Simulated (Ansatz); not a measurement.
The same calculation of SbSr as a Python script and as an input file (Ansatz 0.2.0 through its Python package).

The script, `energy_sbsr.py`:
```python
import warnings

import ansatz as az
from ase import Atoms
import numpy as np
import pandas as pd


def main() -> None:
    warnings.simplefilter("ignore", az.DeckWarning)

    atoms = Atoms(["Sr", "Sb"], positions=[
        (0.0, 0.0, 0.0),
        (0.0, 0.0, 3.075),
    ])
    mol = az.Crystal.molecule_from_ase(atoms)

    job = (
        mol.calculation()
        .basis(gaussian="def2-SVP")
        .functional("PBE0", dispersion="d4")
        .spin("collinear", total=1)
        .forces()
    )
    out = job.run()
    r = out.report

    for key in ("converged", "free_energy_ev", "reference_energy_ev", "n_frozen", "n_occupied", "n_virtual"):
        print(f"{key:22s} {r[key]}")

    symbols = [site.symbol for site in mol.cartesian_sites]
    print("forces (eV/A)")
    for symbol, f in zip(symbols, r["forces_ev_ang"]):
        print(f"  {symbol:2s} {f[0]:9.4f} {f[1]:9.4f} {f[2]:9.4f}")

    charges = r["charge_distribution"]
    table = pd.DataFrame({"atom": symbols, "mulliken": charges["mulliken_charges_e"], "lowdin": charges["lowdin_charges_e"]})
    print(table.round(3).to_string())
    print("dipole (e A):", np.round(charges["dipole_moment_e_ang"], 4) + 0.0)


if __name__ == "__main__":
    main()
```

```console
$ python energy_sbsr.py
converged              True
free_energy_ev         -7372.168760608532
reference_energy_ev    -7372.1073890496655
n_frozen               0
n_occupied             [17, 16]
n_virtual              [32, 33]
forces (eV/A)
  Sr   -0.0000    0.0000    0.4420
  Sb    0.0000   -0.0000   -0.4420
  atom  mulliken  lowdin
0   Sr     0.335  -0.105
1   Sb    -0.335   0.105
dipole (e A): [ 0.     -0.0551 -1.5933]
```

`input.yaml`:
```yaml
crystal:
  periodic: [false, false, false]
  atoms:
    - { symbol: Sr, position_ang: [0.0, 0.0, 0.0] }
    - { symbol: Sb, position_ang: [0.0, 0.0, 3.075] }
basis:
  gaussian: { orbitals: def2-SVP }
hamiltonian:
  xc: pbe0
  dispersion: d4
magnetization:
  spin_polarized: true
  initial_magnetization: 1.0
output:
  forces: true
```

Launched from the shell:
```console
$ ansatz run input.yaml --threads 1 --pin off --max-ram 4096MiB --backend cpu --events-out ev --progress --plain --runs-dir out
Engine: ansatz 0.2.0, aarch64-unknown-linux-gnu
Functional definition: PBE0
  parameter a = 0.25
  parameter kappa = 0.804
  parameter beta = 0.06672455060314922
  exchange = (1 - a)*pbe_x(kappa = kappa, mu = beta*pi^2/3) + a*exact_x
  correlation = pbe_c(beta = beta)
560 factors; integrals over basis functions are off by at most 2.4e-4 eV
mean field evaluation 1: about -7368.7533 eV, gradient 1.5e1 eV
mean field evaluation 2: about -7316.1198 eV, gradient 5.2e1 eV
mean field evaluation 4: about -7371.9130 eV, gradient 2.7e0 eV
mean field evaluation 8: about -7372.0901 eV, gradient 3.1e-1 eV
mean field evaluation 16: about -7372.1062 eV, gradient 2.9e-2 eV
mean field evaluation 32: about -7372.1049 eV, gradient 3.8e-1 eV
mean field evaluation 64: about -7372.1063 eV, gradient 1.0e-4 eV
mean field evaluation 96: about -7372.1063 eV, gradient 8.8e-6 eV
mean field evaluation 128: about -7372.0980 eV, gradient 5.8e-1 eV
mean field -7372.10736418 eV, -270.9199486399 hartree, gradient 4.2e-8 eV, S^2 1.060841; 16 other end points of the search recorded, 0 dependent functions left out
the calculation of the forces begins
reference -7372.10738905 eV, -270.9199495537 hartree; 17, 16 occupied and 32, 33 virtual orbitals, 560 factors
Total energy: -7372.16876061 eV, -270.9222049169 hartree
Atom 0 at     0.000000     0.000000     0.000000 Å, force    -0.000000     0.000000     0.442041 eV/Å
Atom 1 at     0.000000     0.000000     3.075000 Å, force     0.000000    -0.000000    -0.442041 eV/Å
Dipole moment:    -0.000000    -0.055118    -1.593304 e Å
```

Total energies depend on the basis set; only differences at equal settings carry meaning. The geometry is a force-field or estimated start, not a minimum of this method, and the basis set is short of its limit. def2 sets replace the cores of elements past krypton by effective core potentials. The species is open-shell (spin multiplicity 2). The Löwdin charges here are taken after orthogonalising the functions within each atom; they differ from plain Löwdin charges, and their signs can be unphysical. The expectation value of S² is noticeably off S(S+1) in at least one run, so that state is spin-contaminated. Total less reference energy is the dispersion correction. The spin state was assumed, and another may lie lower. Wall time of the script: 23 s on 1 thread of Arm Neoverse V1, on a shared host, peak memory 0.26 GiB.

(Lines on the test bed's own set-up are left out of the output.)
